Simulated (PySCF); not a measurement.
# CaF: bond curves at several levels of theory

What are the lowest state that PBE0 finds, the bond length, vibrational wavenumber and bond energy of CaF, and how much do these hang on the method?

Computed with PySCF 2.14.0. Level: Ca def2-TZVPP, F def2-TZVPP, no relativity.

### Step 1. Set-up

A driver script around PySCF takes these settings:

```json
{
  "atoms": "Ca, F",
  "charge": "0",
  "basis": "Ca def2-TZVPP, F def2-TZVPP",
  "Hamiltonian": "no relativity",
  "basis functions": "67",
  "electrons treated": "29",
  "masses in u": "39.9626, 18.9984",
  "levels": "PBE0, PBE, r²SCAN, MN15, LDA, M06, TPSS, ωB97X, HF, MP2, SCS-MP2, CCSD, CCSD(T)",
  "grid": "80 radial by 434 angular points",
  "occupations": "held fixed by the projection of orbital angular momentum",
  "dissociation limit": "Ca + F, each in its ground configuration",
  "starting distance in angstrom": "2.205",
  "values of 2S to try": "1, 3"
}
```

After this run come: The PBE0 curve of the state that the search chose; Higher solutions at PBE0; PBE (GGA); r²SCAN; MN15 (hybrid meta-GGA); LDA (local density); M06 (hybrid meta-GGA); TPSS (meta-GGA); ωB97X (range-separated hybrid); UHF; MP2 and coupled cluster.

What does the calculation give? Wanted: for each run, Re; ωe; De; μ.

As calculated:

Lowest PBE0 solution found, without spin–orbit coupling: ²Σ⁺ (doublet), unpaired electrons σ ↑. The other levels ran on it alone.

```csv
level,Re (Å),ωe (cm⁻¹),De (eV),μ (D)
UHF,1.992,578,4.07,-3.04
UHF-MP2,1.990,569,5.50,n/a
UHF-SCS-MP2,1.995,567,5.26,n/a
UHF-CCSD,1.991,572,4.97,n/a
UHF-CCSD(T),1.990,572,5.06,n/a
LDA,1.916,621,6.62,-2.99
PBE,1.951,586,5.91,-2.85
TPSS,1.953,592,5.81,-2.66
r²SCAN,1.949,597,5.94,-2.93
PBE0,1.950,594,5.54,-2.91
M06,1.959,591,5.31,-3.07
MN15,1.957,589,5.30,-3.48
ωB97X,1.967,585,5.43,-2.68
```

De is counted to Ca + F in their ground configurations. A positive dipole means Ca(−)F(+).

Differences from CCSD(T) in the same basis:

```
      level  Re (mÅ)  ωe (%)
        UHF       +3    +1.1
    UHF-MP2        0    -0.4
UHF-SCS-MP2       +5    -0.8
   UHF-CCSD       +1    +0.1
        LDA      -74    +8.6
        PBE      -38    +2.6
       TPSS      -37    +3.6
     r²SCAN      -41    +4.5
       PBE0      -40    +3.9
        M06      -31    +3.3
       MN15      -33    +3.1
      ωB97X      -23    +2.3
```

In words: Judged by CCSD(T) in the same basis: best bond length UHF-MP2 (0 mÅ), worst LDA (-74 mÅ); best wavenumber UHF-CCSD (+0.1 %), worst LDA (+8.6 %). Among the levels with a De in the table, it runs from 4.07 eV (UHF) to 6.62 eV (LDA).

Correlated steps freeze 6 core orbitals.
